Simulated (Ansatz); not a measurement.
Run this with Ansatz 0.2.0, Python API and show what comes out.

Script `tae_clh4isisn.py`:
```python
"""Energy to split ClH4ISiSn into its atoms."""

from collections import Counter

import ansatz as az


def energy(molecule, charge=0, unpaired=0):
    calc = (
        molecule.calculation()
        .basis(gaussian="def2-SVP")
        .functional("r2scan", dispersion="d4")
    )
    if charge:
        calc = calc.charge(charge)
    if unpaired:
        calc = calc.spin("collinear", total=unpaired)
    return calc.run(threads=1, backend="cpu").report["free_energy_ev"]

molecule = (
    az.Crystal.molecule()
    .atom("Si", (-0.5504, 1.0517, 0.544))
    .atom("Sn", (0.6061, -0.827, -0.5497))
    .atom("Cl", (2.1737, -1.6847, 0.9383))
    .atom("I", (-1.1143, -2.7664, -1.1927))
    .atom("H", (-1.5957, 1.6268, -0.4213))
    .atom("H", (-1.2719, 0.6403, 1.75))
    .atom("H", (0.3942, 2.1512, 0.8837))
    .atom("H", (1.4506, -0.2489, -2.008))
)

# unpaired electrons of the ground-state atoms
unpaired = {"Si": 2, "Sn": 2, "Cl": 1, "I": 1, "H": 1}
counts = Counter(site.symbol for site in molecule.cartesian_sites)
atom_energy = {s: energy(az.Crystal.molecule().atom(s, (0, 0, 0)), 0, unpaired[s]) for s in counts}
whole = energy(molecule, 0, 0)
for s, e in atom_energy.items():
    print(f"{s:2s} x{counts[s]}  {e:14.5f} eV")
print(f"ClH4ISiSn: {whole:.5f} eV")
split = sum(counts[s] * e for s, e in atom_energy.items()) - whole
print(f"atomisation energy (no zero-point term): {split:.3f} eV, {split / sum(counts.values()):.3f} eV an atom")
```

```console
$ python tae_clh4isisn.py
Si x1     -7870.75192 eV
Sn x1     -5832.10669 eV
Cl x1    -12516.14886 eV
I  x1     -8103.16166 eV
H  x4       -13.58417 eV
ClH4ISiSn: -34397.29219 eV
atomisation energy (no zero-point term): 20.786 eV, 2.598 eV an atom
```

20.786 eV from the electronic energies, without the zero-point term.

What to keep in mind:
- Total energies depend on the basis set; only differences at equal settings carry meaning.
- The geometry is a force-field or estimated start, not a minimum of this method, and the basis set is short of its limit. All parts are taken at fixed geometry, without zero-point energy.
- def2 sets replace the cores of elements past krypton by effective core potentials.
- The spin-orbit lowering of heavy atoms is left out.
- Hardware and time: 13 s on 1 thread of Arm Neoverse V2 (shared host), peak memory 0.24 GiB.
